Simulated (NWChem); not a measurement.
# C2H2FSi (SMILES C#C[SiH]F) at 5 levels

Wanted: a comparison of 5 runs (UHF/STO-3G, UHF/3-21G, UB3LYP/6-31G*, UTPSSh/def2-SVPD) of C2H2FSi. 

The calculation is run with NWChem 7.3.0.

## 1. The structure to begin with

C2H2FSi has 6 atoms, charge 0, and is taken as a doublet. SMILES: `C#C[SiH]F`. Geometry: relaxed at PBE0-D4/def2-TZVP.

Bond lengths: C1–C2 1.209 Å, C2–Si3 1.806 Å, Si3–F4 1.599 Å, C1–H5 1.066 Å, Si3–H6 1.485 Å. Angles: C1–C2–Si3 173.2°, C2–Si3–F4 109.8°, C2–C1–H5 179.1°, C2–Si3–H6 111.2°, F4–Si3–H6 108.3°.

## 2. Energy and forces at UHF/STO-3G (run 1)

work.nw

```
start work
title "C2H2FSi hf"
memory total 2200 mb
charge 0
geometry noautosym nocenter noautoz
   C      0.118100    -0.680000    -1.605700
   C      0.120400    -0.213700    -0.490100
   Si     0.338300     0.466700     1.168800
   F     -0.478000    -0.412300     2.226800
   H      0.100300    -1.089200    -2.590300
   H     -0.157100     1.864400     1.244300
end
basis spherical bse
   * library STO-3G
end
scf
   doublet
   uhf
   thresh 1e-08
   maxiter 80
end
task scf gradient
```

The run is started by

```console
nwchem work.nw > work.out
```

The program printed:

```text
[...]
  functions       =    26
[...]
  wavefunction    = UHF
[...]
         Total SCF energy =   -459.504613309075
      One electron energy =   -900.082382842499
      Two electron energy =    310.001759374239
 Nuclear repulsion energy =    130.576010159185
                       Sz =      0.5000
                 Sz(Sz+1) =      0.7500
                      S^2 =      0.9912
[...]
                         UHF ENERGY GRADIENTS
    atom               coordinates                        gradient
                 x          y          z           x          y          z
   1 C       0.223177  -1.285014  -3.034333   -0.000062  -0.013561  -0.032675
   2 C       0.227523  -0.403834  -0.926155    0.002701   0.010476   0.029507
   3 Si      0.639294   0.881935   2.208712   -0.007534  -0.035327   0.010380
   4 F      -0.903289  -0.779134   4.208042    0.011977   0.011248  -0.011878
   5 H       0.189540  -2.058290  -4.894957   -0.000104   0.000186   0.000295
   6 H      -0.296876   3.523205   2.351386   -0.006979   0.026978   0.004371
[...]
```

It took 5.7 s on 1 thread of Intel Xeon Platinum 8375C at 2.90GHz (Ice Lake), shared host; peak memory 0.1 GiB.

## 3. Energy and forces at UHF/3-21G (run 2)

run.py

```python
from ase import Atoms
from ase.calculators.nwchem import NWChem

mol = Atoms(['C', 'C', 'Si', 'F', 'H', 'H'], positions=[
    [0.118100, -0.680000, -1.605700],
    [0.120400, -0.213700, -0.490100],
    [0.338300, 0.466700, 1.168800],
    [-0.478000, -0.412300, 2.226800],
    [0.100300, -1.089200, -2.590300],
    [-0.157100, 1.864400, 1.244300],
])

calc = NWChem(
    label='a',
    theory='scf',
    memory='2200 mb',
    basis='3-21G',
    basispar='spherical bse',
    scf={'nopen': '1', 'uhf': None, 'thresh': '1e-08', 'maxiter': '80'},
)
mol.calc = calc

forces = mol.get_forces()
print(f"energy = {mol.get_potential_energy():.6f} eV")
print("forces (eV/A):")
for s, f in zip(mol.symbols, forces):
    print(f"{s:2s} {f[0]:10.5f} {f[1]:10.5f} {f[2]:10.5f}")
```

The run is started by

```console
export ASE_NWCHEM_COMMAND="nwchem PREFIX.nwi > PREFIX.nwo"
python run.py
```

The program printed:

```text
energy = -12591.846443 eV
forces (eV/A):
C    -0.17843   -0.02946    0.01800
C     0.20379   -0.39245   -1.44234
Si    0.46846    1.14517   -0.12686
F    -0.66844   -0.86019    1.13309
H     0.03872    0.22086    0.52918
H     0.13591   -0.08397   -0.11107
```

The calculator wrote a.nwi:

```
title "a"

permanent_dir a

scratch_dir a

start a

geometry units angstrom nocenter noautosym noautoz
  C  1.1810000000000000e-01 -6.8000000000000005e-01 -1.6056999999999999e+00
  C  1.2039999999999999e-01 -2.1370000000000000e-01 -4.9009999999999998e-01
  Si 3.3829999999999999e-01 4.6670000000000000e-01 1.1688000000000001e+00
  F  -4.7799999999999998e-01 -4.1230000000000000e-01 2.2267999999999999e+00
  H  1.0030000000000000e-01 -1.0891999999999999e+00 -2.5903000000000000e+00
  H  -1.5709999999999999e-01 1.8644000000000001e+00 1.2443000000000000e+00
end

memory 2200 mb

basis spherical bse noprint
   * library 3-21G
end

scf
  nopen 1
  uhf
  thresh 1e-08
  maxiter 80
end

task scf gradient
```

a.nwo:

```text
Northwest Computational Chemistry Package (NWChem) 7.3.0
             --------------------------------------------------------

           Job information
           ---------------

    nwchem branch   = 7.3.0
    use scalapack   = T
    input           = a.nwi
    prefix          = a.
    data base       = a/a.db
    status          = startup
    nproc           =        1

           Memory information
           ------------------

[... 5 lines left out ...]
    hardfail = no
[... 40 lines left out ...]
            Nuclear Dipole moment (a.u.)
[... 82 lines left out ...]
 2-e energy   =     304.356381
[... 18 lines left out ...]
  ga_iter_lsolve: convergence stagnant ... aborting solve
[... 13 lines left out ...]
      One electron energy =   -899.786765659385
[... 9 lines left out ...]
          Final alpha eigenvalues
[... 228 lines left out ...]
                     UHF Final Beta Molecular Orbital Analysis
[... 253 lines left out ...]
                 ----------------------------------------
                 |  Time  |  1-e(secs)   |  2-e(secs)   |
                 ----------------------------------------
                 |  CPU   |       0.00   |       0.73   |
                 ----------------------------------------
                 |  WALL  |       0.00   |       0.73   |
                 ----------------------------------------

 Task  times  cpu:        7.3s     wall:        7.3s
 Total times  cpu:        7.3s     wall:        7.3s
```

It took 8.7 s on 1 thread of Intel Xeon Platinum 8375C at 2.90GHz (Ice Lake), shared host; peak memory 0.099 GiB.

Runs 3 to 4 aren't shown in full; the table further down has their settings and results.

## 4. Energy and gradient at UTPSSh/def2-SVPD (run 5)

run.py

```python
from ase import Atoms
from ase.calculators.nwchem import NWChem

system = Atoms('CCSiFHH', positions=[
    [0.118100, -0.680000, -1.605700],
    [0.120400, -0.213700, -0.490100],
    [0.338300, 0.466700, 1.168800],
    [-0.478000, -0.412300, 2.226800],
    [0.100300, -1.089200, -2.590300],
    [-0.157100, 1.864400, 1.244300],
])

calc = NWChem(
    label='c2h2fsi',
    theory='dft',
    memory='2200 mb',
    basis='def2-SVPD',
    basispar='spherical bse',
    dft={'xc': 'xctpssh', 'mult': '2', 'grid': 'fine', 'convergence': 'energy 1e-08', 'iterations': '100', 'mulliken': None},
)
system.calc = calc

forces = system.get_forces()
print(f"energy = {system.get_potential_energy():.6f} eV")
print("forces (eV/A):")
for s, f in zip(system.symbols, forces):
    print(f"{s:2s} {f[0]:10.5f} {f[1]:10.5f} {f[2]:10.5f}")
```

The run is started by

```console
export ASE_NWCHEM_COMMAND="nwchem PREFIX.nwi > PREFIX.nwo"
python run.py
```

The program printed:

```text
energy = -12693.925509 eV
forces (eV/A):
C     0.01003   -0.45143   -1.08938
C    -0.03126    0.45154    1.09370
Si    0.90873    0.95182   -0.83309
F    -0.84440   -0.87973    1.08686
H    -0.01106   -0.11776   -0.28087
H    -0.03204    0.04556    0.02278
```

The calculator wrote c2h2fsi.nwi:

```
title "c2h2fsi"

permanent_dir c2h2fsi

scratch_dir c2h2fsi

start c2h2fsi

geometry units angstrom nocenter noautosym noautoz
  C  1.1810000000000000e-01 -6.8000000000000005e-01 -1.6056999999999999e+00
  C  1.2039999999999999e-01 -2.1370000000000000e-01 -4.9009999999999998e-01
  Si 3.3829999999999999e-01 4.6670000000000000e-01 1.1688000000000001e+00
  F  -4.7799999999999998e-01 -4.1230000000000000e-01 2.2267999999999999e+00
  H  1.0030000000000000e-01 -1.0891999999999999e+00 -2.5903000000000000e+00
  H  -1.5709999999999999e-01 1.8644000000000001e+00 1.2443000000000000e+00
end

memory 2200 mb

basis spherical bse noprint
   * library def2-SVPD
end

dft
  xc xctpssh
  mult 2
  grid fine
  convergence energy 1e-08
  iterations 100
  mulliken
end

task dft gradient
```

c2h2fsi.nwo:

```text
Northwest Computational Chemistry Package (NWChem) 7.3.0
             --------------------------------------------------------

           Job information
           ---------------

    nwchem branch   = 7.3.0
    use scalapack   = T
    input           = c2h2fsi.nwi
    prefix          = c2h2fsi.
    data base       = c2h2fsi/c2h2fsi.db
    status          = startup
    nproc           =        1

           Memory information
           ------------------

[... 5 lines left out ...]
    hardfail = no
[... 119 lines left out ...]
          Convergence on energy requested:  1.00D-08
[... 28 lines left out ...]
          total energy or number of iterations.
[... 84 lines left out ...]
      One electron energy =     -902.635417213606
[... 1618 lines left out ...]
          Convergence on energy requested:  1.00D-08
[... 28 lines left out ...]
          total energy or number of iterations.
[... 37 lines left out ...]
                 ----------------------------------------
                 |  Time  |  1-e(secs)   |  2-e(secs)   |
                 ----------------------------------------
                 |  CPU   |       0.02   |      10.47   |
                 ----------------------------------------
                 |  WALL  |       0.02   |      10.47   |
                 ----------------------------------------

 Task  times  cpu:       85.2s     wall:       85.2s
 Total times  cpu:       85.2s     wall:       85.2s
```

Wall time 87 s (1 thread of Intel Xeon Platinum 8375C at 2.90GHz (Ice Lake), shared host); peak memory 0.13 GiB.

## 5. All runs side by side

```csv
run,level,Cartesian functions,iteration cap,energy (Eh),dipole moment (D),HOMO energy (eV),LUMO energy (eV),wall time
1,UHF/STO-3G,no,80,-459.504613,1.38,-6.67,5.52,5.7 s
2,UHF/3-21G,no,80,-462.741825,2.42,-9.25,0.98,8.7 s
3,UB3LYP/6-31G* (Cartesian functions),yes,100,-466.686454,–,–,–,75 s
4,UB3LYP/6-31G* (spherical functions),no,100,-466.681626,1.72,-5.89,-2.89,65 s
5,UTPSSh/def2-SVPD,no,100,-466.493162,1.71,-5.92,-3.28,87 s
```

## 6. Outcome

| quantity | value |
| --- | --- |
| run 5: total energy | -466.49316 Eh |
| run 5: dipole moment | 1.71 D |
| run 5: HOMO energy (highest over α and β) | -5.92 eV |
| run 5: LUMO energy (lowest over α and β) | -3.28 eV |
| run 5: ⟨S²⟩ | 0.754 |
| run 5: largest force on an atom | 1.633 eV/Å |

In words: Over runs 1, 2, 4, 5 the dipole moment (its size) runs from 1.38 D (UHF/STO-3G) to 2.42 D (UHF/3-21G). Totals of different functionals can't be ranked against each other. In run 1 the basis is minimal, so the values are rough. Spin contamination of the reference: run 1 ⟨S²⟩ = 0.99, run 2 ⟨S²⟩ = 0.86. All runs together took 4 min, the longest 87 s.
